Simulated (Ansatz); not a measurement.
# K3TaO3: the cost of one run

Program: Ansatz 0.2.0. Level of theory: DFT PBE, scalar-relativistic, plane waves, PAW, unless a step names another level. These are calculated values, not measurements.

17 further runs of the same task are left out: 2 that didn't finish, 15 set aside as unsound or not needed.

## Step 1: Plan

Pauling electronegativities: K 0.82, Ta 1.50, O 3.44 (spread 2.62). The formula balances with common oxidation states: Ta +3, K +1, O -2. Tabulated atomic sizes suggest about 21 Å³/atom. 24 candidates were drawn, by swapping species into database cells of other compounds, at random by space group and Wyckoff sites, or by hand, as the table says:

```csv
name,made from,space group no.,Wyckoff sites,atoms (primitive cell),V (Å³/atom)
c01,random,191,K 3g; Ta 1b; O 3f,7,25.6
c02,random,156,"K 1c, 1c, 1a; Ta 1a; O 3d",7,22.2
c03,built by hand: Ba3FeN3,176,K 6h; Ta 2c; O 6h,14,20.8
c04,built by hand: Ordered oxygen-deficient rock salt,221,K 3c; Ta 1a; O 3d,7,20.8
c05,random,164,"K 3e; Ta 1a; O 2d, 1b",7,25.5
c06,database cell of La3GaBr3,221,K 3c; Ta 1b; O 3d,7,22.8
c07,database cell of NbZn3Ga3,166,K 9e; Ta 3a; O 9d,7,22.1
c08,built by hand: Layered square-pyramidal perovskite slab,99,"K 1a, 1b, 1b; Ta 1a; O 1a, 2c",7,20.8
c09,random,166,"K 6c, 3a; Ta 3b; O 9e",7,22.6
c10,random,99,"K 2c, 1b; Ta 1a; O 2c, 1b",7,21.6
c11,random,65,"K 2a, 4l; Ta 2d; O 4e, 2c",7,21.7
c12,random,157,K 3c; Ta 1a; O 3c,7,21.2
c13,random,189,"K 3g; Ta 1b; O 2c, 1a",7,26.1
c14,random,65,"K 4i, 2a; Ta 2b; O 2d, 4f",7,25.4
c15,random,221,K 3d; Ta 1b; O 3c,7,24.9
c16,random,191,"K 2d, 1a; Ta 1b; O 3f",7,25.6
c17,random,191,"K 2e, 1b; Ta 1a; O 3f",7,24.6
c18,random,166,K 9e; Ta 3b; O 9d,7,25.7
c19,random,221,K 3d; Ta 1a; O 3c,7,26.7
c20,random,160,K 9b; Ta 3a; O 9b,7,25.4
c21,built by hand: Stuffed TiI3-type chains (Mn5Si3-derived),193,K 6g; Ta 2b; O 6g,14,20.8
c22,built by hand: Ca3CrN3,63,"K 4c, 8g; Ta 4c; O 8g, 4c",14,20.8
c23,database cell of Ca3BN3,123,"K 1a, 2h; Ta 1b; O 2g, 1c",7,20.2
c24,random,191,"K 3f; Ta 1a; O 2d, 1b",7,22.5
```

## Step 2: Screening run of c01

Input file input.yaml:

```yaml
crystal:
  lattice:
    - [6.35445782, 0.0, 0.0]
    - [-3.17722891, 5.5031219, 0.0]
    - [0.0, 0.0, 5.12846498]
  atoms:
    - { symbol: K, position: [0.5, 0.0, 0.5] }
    - { symbol: K, position: [0.0, 0.5, 0.5] }
    - { symbol: K, position: [0.5, 0.5, 0.5] }
    - { symbol: Ta, position: [0.0, 0.0, 0.5] }
    - { symbol: O, position: [0.5, 0.0, 0.0] }
    - { symbol: O, position: [0.0, 0.5, 0.0] }
    - { symbol: O, position: [0.5, 0.5, 0.0] }
basis:
  ecutwfc: 420
kpoints:
  mp_grid: { grid: [2, 2, 3] }
hamiltonian:
  xc: pbe
scf:
  occupations: { method: gaussian, width: 0.15 }
  lower_state_search: "off"
output:
  forces: true
  stress: true
  eigenvalues: true
relax:
  adjacent_minimum: "off"
  f_tol: 0.08
  max_steps: 16
  cell: { stress_tol: 0.8 }
```

Run with:

```bash
ansatz run input.yaml --threads 1 --pin off --max-ram 2560MiB --backend cpu --events-out ev --progress --plain --runs-dir out
```

What time and memory should one allow on 1 thread of AMD EPYC 7R43 (Zen 3), shared host?

About 35 s, with a peak of 0.46 GiB.
